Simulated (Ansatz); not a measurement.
**C4H7Br: a ladder of functionals and wavefunction methods**

Aim: compute C4H7Br with functionals from several rungs and with coupled cluster, and see how far each lands from CCSD(T) at the basis-set limit for the atomisation energy.

Method: functionals in def2-TZVPP, the program's frozen cores in correlated methods; program: Ansatz 0.2.0, Gaussian basis.

Plan: PBE-D4, r2SCAN-D4, PBE0-D4, B3LYP-D4, ωB97X-V, ωB97M-V, B2PLYP; CCSD(T)/def2-TZVPP; MP2/def2-QZVPP; extrapolation to the limit.

### Step 1. Structure used throughout

All runs share one geometry, relaxed beforehand with PBE0-D4 in a triple-zeta def2 set.

SMILES `CC/C=C\Br`, 12 atoms, charge 0, spin multiplicity 1.

Atoms are counted from 1 here; the program's logs count them from 0.

Bond lengths: C1–C2 1.525 Å, C1–H6 1.092 Å, C1–H7 1.092 Å, C1–H8 1.093 Å, C2–C3 1.488 Å, C2–H9 1.096 Å, C2–H10 1.092 Å, C3–C4 1.323 Å, C3–H11 1.089 Å, C4–Br5 1.887 Å, C4–H12 1.081 Å. Angles: C2–C1–H6 110.8°, C2–C1–H7 110.8°, C2–C1–H8 111.3°, H6–C1–H7 108.1°, H6–C1–H8 107.8°, H7–C1–H8 107.8°, C1–C2–C3 112.0°, C1–C2–H9 109.2°, C1–C2–H10 110.2°, C3–C2–H9 108.6°, C3–C2–H10 109.8°, H9–C2–H10 106.9°, C2–C3–C4 128.1°, C2–C3–H11 116.6°, C4–C3–H11 115.2°, C3–C4–Br5 124.4°, C3–C4–H12 123.5°, Br5–C4–H12 112.1°.

Geometry (Å):

```xyz
12
C4H7Br
C    -1.0796    0.4603    1.1356
C     0.3429    0.3099    0.6062
C     0.4446   -0.7595   -0.4236
C     0.7691   -0.6363   -1.7003
Br    1.2160    0.9958   -2.5346
H    -1.1244    1.2229    1.9159
H    -1.7626    0.7523    0.3351
H    -1.4461   -0.4771    1.5618
H     1.0126    0.0602    1.4373
H     0.6926    1.2569    0.1905
H     0.2049   -1.7721   -0.1010
H     0.8071   -1.4687   -2.3887
```

### Step 2. PBE-D4 (GGA)

The input, in.yaml:

```yaml
crystal:
  periodic: [false, false, false]
  atoms:
    - {symbol: C, position_ang: [-1.079613, 0.460350, 1.135561]}
    - {symbol: C, position_ang: [0.342873, 0.309852, 0.606160]}
    - {symbol: C, position_ang: [0.444584, -0.759522, -0.423565]}
    - {symbol: C, position_ang: [0.769097, -0.636265, -1.700271]}
    - {symbol: Br, position_ang: [1.215995, 0.995814, -2.534588]}
    - {symbol: H, position_ang: [-1.124410, 1.222910, 1.915858]}
    - {symbol: H, position_ang: [-1.762608, 0.752309, 0.335080]}
    - {symbol: H, position_ang: [-1.446079, -0.477093, 1.561797]}
    - {symbol: H, position_ang: [1.012622, 0.060195, 1.437272]}
    - {symbol: H, position_ang: [0.692626, 1.256923, 0.190490]}
    - {symbol: H, position_ang: [0.204932, -1.772110, -0.101002]}
    - {symbol: H, position_ang: [0.807080, -1.468663, -2.388691]}
basis:
  gaussian: {orbitals: def2-TZVPP}
hamiltonian: {xc: pbe, dispersion: d4}
output: {forces: true, orbitals: {seedname: orbitals}}
```

Started as:

```bash
$ ansatz run in.yaml --threads 4 --pin off --events-out ev --progress --plain --max-ram 10444MiB
```

The runs that follow: r2SCAN-D4 (meta-GGA); PBE0-D4 (hybrid); B3LYP-D4 (hybrid); ωB97X-V (range-separated); ωB97M-V (range-separated); B2PLYP (double hybrid); CCSD(T) in def2-TZVPP; MP2 in def2-QZVPP.

Before running them: what should the planned runs give, taken together? Wanted: atomisation energy, CCSD(T)/CBS; farthest; mean size of error, hybrid; mean size of error, range-separated; gap, smallest and largest; T1 diagnostic; triples share of the correlation energy.

**Answer**, as computed:

| quantity | value |
| --- | --- |
| atomisation energy, CCSD(T)/CBS | 48.723 eV |
| functionals within 0.487 eV (1.0 %) | r2SCAN-D4, PBE0-D4, B3LYP-D4, ωB97X-V, ωB97M-V, B2PLYP |
| farthest | PBE-D4 (+1.197 eV) |
| mean size of error, hybrid | 0.233 eV |
| mean size of error, range-separated | 0.038 eV |
| gap, smallest and largest | 4.96 eV (PBE-D4), 11.53 eV (ωB97X-V) |
| T1 diagnostic | 0.0092 |
| triples share of the correlation energy | 4.0 % |

What this shows: PBE-D4 is off by +1.197 eV. Double hybrids carry the basis error of their MP2 part in triple zeta, and no dispersion term here, so their miss is partly the set-up's. The reference freezes the cores and leaves out relativity and excitations past (T), and its outer-core shells are covered unevenly, so misses under about 0.487 eV can't be ranked. All levels share the lack of spin-orbit coupling, which lowers the free heavy atoms and so the true binding. Hartree-Fock recovers 74 % of the binding; the rest is correlation. Orbital gaps span 5.0 to 11.5 eV; exact exchange widens them. Correlated methods include outer-core shells of Br, which these sets cover unevenly.
